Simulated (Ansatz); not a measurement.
# FGe2H7S: a nudged elastic band in two tries

Aim: a band of images between two relaxed ends for this system.

Program: Ansatz 0.2.0. Level of theory: RKS BHLYP/def2-SVP. These are calculated values, not measurements.

**1. The system as given**

Bond lengths: Ge1–Ge2 2.432 Å, Ge2–H3 1.533 Å, Ge2–H4 1.531 Å, Ge2–H5 1.533 Å, Ge1–F6 1.748 Å, Ge1–H7 1.529 Å, Ge1–H8 1.529 Å, S9–H10 1.341 Å, S9–H11 1.341 Å. Angles: Ge1–Ge2–H3 110.6°, Ge1–Ge2–H4 109.9°, Ge1–Ge2–H5 110.5°, H3–Ge2–H4 108.8°, H3–Ge2–H5 108.2°, H4–Ge2–H5 108.8°, Ge2–Ge1–F6 105.8°, Ge2–Ge1–H7 114.3°, Ge2–Ge1–H8 114.2°, F6–Ge1–H7 104.9°, F6–Ge1–H8 104.8°, H7–Ge1–H8 111.7°, H10–S9–H11 93.3°.

Coordinates:

```xyz
11

Ge    0.3491   -0.0332    0.0760
Ge    0.2234   -0.2158    2.4975
H    -0.6244   -1.4265    2.9033
H     1.6291   -0.3795    3.0808
H    -0.4174    1.0409    3.0974
F     2.0427   -0.1935   -0.3250
H    -0.0583    1.3334   -0.4748
H    -0.3402   -1.1732   -0.6746
S    -3.1416    0.2400    0.6570
H    -3.4102   -0.9544    1.2044
H    -3.2614    0.8888    1.8247
```

**2. The run**

File input.yaml:

```yaml
crystal:
  periodic: [false, false, false]
  atoms:
    - { symbol: Ge, position_ang: [0.349101, -0.033158, 0.075954] }
    - { symbol: Ge, position_ang: [0.223388, -0.215781, 2.497499] }
    - { symbol: H, position_ang: [-0.624406, -1.426543, 2.90326] }
    - { symbol: H, position_ang: [1.629058, -0.379499, 3.080759] }
    - { symbol: H, position_ang: [-0.417402, 1.040919, 3.097449] }
    - { symbol: F, position_ang: [2.042654, -0.193465, -0.324996] }
    - { symbol: H, position_ang: [-0.058265, 1.333439, -0.47478] }
    - { symbol: H, position_ang: [-0.340213, -1.17316, -0.674592] }
    - { symbol: S, position_ang: [-3.141645, 0.240032, 0.65695] }
    - { symbol: H, position_ang: [-3.410208, -0.95437, 1.204423] }
    - { symbol: H, position_ang: [-3.26136, 0.888786, 1.824674] }
basis:
  gaussian: { orbitals: def2-SVP }
hamiltonian:
  xc: { name: BHLYP }
neb:
  order_check: false
  images: 7
  f_tol: 0.05
  max_iterations: 8
  final_atoms:
    - { symbol: Ge, position: [-0.5887666, 0.24967596, -0.87908551] }
    - { symbol: Ge, position: [-0.13380407, -0.42455312, 3.4831075] }
    - { symbol: H, position: [-0.41094573, -0.92977285, 4.9057958] }
    - { symbol: H, position: [1.20938575, -0.97895305, 3.01221145] }
    - { symbol: H, position: [-0.12050575, 1.10160189, 3.4871863] }
    - { symbol: F, position: [0.3792209, 0.55351155, 0.53686559] }
    - { symbol: H, position: [-0.06865837, 1.18376551, -1.96261266] }
    - { symbol: H, position: [-0.41741941, -1.23844459, -1.15683503] }
    - { symbol: S, position: [-2.68115261, 0.80039757, -0.46312524] }
    - { symbol: H, position: [-2.92233024, -0.25375299, 0.33121047] }
    - { symbol: H, position: [-1.25432186, -0.93627589, 2.57188133] }
  initial_path: idpp
```

On the command line:

```sh
ansatz run input.yaml --threads 4 --pin off --max-ram 5120MiB --backend cpu --events-out ev --progress --plain --runs-dir out
```

Q: Predict the outcome of this session. Wanted: first try.

The runs gave:

| quantity | value |
| --- | --- |
| first try | refused |
| cause | the second end is typed under the key for fractional positions, which a molecule without a cell can't use |

What this shows: The fault in the first input was caught at the input check and cost nothing.
